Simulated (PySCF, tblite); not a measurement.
**C6H7FSi: geometry, infrared bands and NMR shifts**

Aim: predict the infrared bands and NMR shifts of C6H7FSi (`C#CC1=C[C@@H](F)[SiH2]C1`).

Computed with tblite 0.8.0 and PySCF 2.14.0, with density-fitted response routines of our own, on a single molecule in the gas phase. Atoms count from 0, in the outputs and in this text.

## 1. The molecule as given

15 atoms, charge 0, multiplicity 1; geometry from: force field or distance geometry start.

Bonds of the start (Å): C0–C1 1.24, C1–C2 1.46, C2–C3 1.28, C3–C4 1.47, C4–F5 1.39, C4–Si6 1.87, Si6–C7 1.85, C7–C2 1.46, C0–H8 1.05, C3–H9 1.12, C4–H10 1.10, Si6–H11 1.47, Si6–H12 1.44, C7–H13 1.11, C7–H14 1.11.

## 2. Relaxing the molecule with GFN2-xTB

Job settings and geometry (Å):

```
{"job": {"kind": "relax", "xc": "GFN2-xTB", "basis": "xTB"}, "charge": 0, "multiplicity": 1}
C      3.331700    -0.583100     0.251700
C      2.127600    -0.325800     0.114300
C      0.694600    -0.056600    -0.027200
C      0.215300     1.126800    -0.121600
C     -1.239800     1.270100    -0.257300
F     -1.590300     2.283800    -1.141000
Si    -1.723400    -0.407900    -0.916700
C     -0.253200    -1.171800    -0.088300
H      4.355300    -0.797600     0.359900
H      0.854000     2.040000    -0.071200
H     -1.731300     1.498000     0.702800
H     -2.954200    -0.919900    -0.293500
H     -1.736900    -0.461200    -2.350700
H      0.162500    -2.043400    -0.644100
H     -0.516500    -1.443400     0.955400
```

The run is started by

```sh
$ OMP_NUM_THREADS=1 python probes_run.py task.json out
```

The driver reads the jobs from task.json and runs them one after another.

**Question.** This job is followed by: GFN2-xTB harmonic vibrations, gas phase; GIAO PBE0/pcSseg-1 NMR shielding, non-relativistic, gas phase. What will the session give for the following? strongest single infrared mode (GFN2-xTB); zero-point energy (GFN2-xTB); ¹³C shifts against TMS (PBE0/pcSseg-1); ¹H shifts against TMS (PBE0/pcSseg-1); ¹⁹F shifts against CFCl3 (PBE0/pcSseg-1); ²⁹Si shifts against TMS (PBE0/pcSseg-1).

**Answer**, as computed:

```
                                 quantity                                         value
strongest single infrared mode (GFN2-xTB)                         2273 cm⁻¹, 319 km/mol
             zero-point energy (GFN2-xTB)                                 64.5 kcal/mol
   ¹³C shifts against TMS (PBE0/pcSseg-1)      150.7, 133.3, 95.0, 90.9, 86.9, 21.1 ppm
    ¹H shifts against TMS (PBE0/pcSseg-1)  6.89, 6.00, 4.47, 4.44, 2.88, 2.03, 1.81 ppm
 ¹⁹F shifts against CFCl3 (PBE0/pcSseg-1)                                    -233.9 ppm
  ²⁹Si shifts against TMS (PBE0/pcSseg-1)                                     -30.7 ppm
```

The optimisation took 68 steps and gained 0.490 eV; among the close pairs (by a distance rule), C4–Si6 changed most, from 1.867 to 1.930 Å. All 39 modes are real, so the xTB geometry is a minimum. The strongest single mode, at 2273 cm⁻¹, moves mainly H11. Unscaled tight-binding wavenumbers are off by several per cent, some by more. Its intensities can rank the bands wrongly. The most deshielded hydrogen is H9 (hydrogen on an alkene CH), at 6.89 ppm: attached to an sp2 carbon and in the plane of the double bond. At PBE0/pcSseg-1: The largest span, 308 ppm, is at C1, where the paramagnetic term is -146 ppm.
